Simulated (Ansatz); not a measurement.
# OPt: the cost of one run

Method: the levels named in each step, in Ansatz 0.2.0.

## Step 1: The starting structure

Bond lengths: O1–Pt2 1.748 Å.

As a file:

```xyz
2

O     0.0000    0.0000    0.0000
Pt    0.0000    0.0000    1.7484
```

## Step 2: A rough first relaxation, PBE-D4/def2-SVP

This run stands in another session on the same molecule. It ended at:

```xyz
2

O     0.0000    0.0000    0.0022
Pt    0.0000    0.0000    1.7462
```

## Step 3: Relaxation, HF/def2-SVP

input.yaml

```yaml
crystal:
  periodic: [false, false, false]
  atoms:
    - { symbol: O, position_ang: [0.0, 0.0, 0.0021982] }
    - { symbol: Pt, position_ang: [0.0, 0.0, 1.7461718] }
magnetization:
  spin_polarized: true
  initial_magnetization: 2
basis:
  gaussian: { orbitals: def2-SVP }
hamiltonian:
  xc: hf
relax:
  f_tol: 0.002
  max_steps: 150
```

Command:

```bash
> ansatz run input.yaml --threads 1 --pin off --max-ram 2560MiB --backend cpu --events-out ev --progress --plain --runs-dir out
```

What time and memory should one allow on 1 thread of Intel Xeon Platinum 8488C (Sapphire Rapids), shared host?

About 11 s, with a peak of 0.11 GiB.
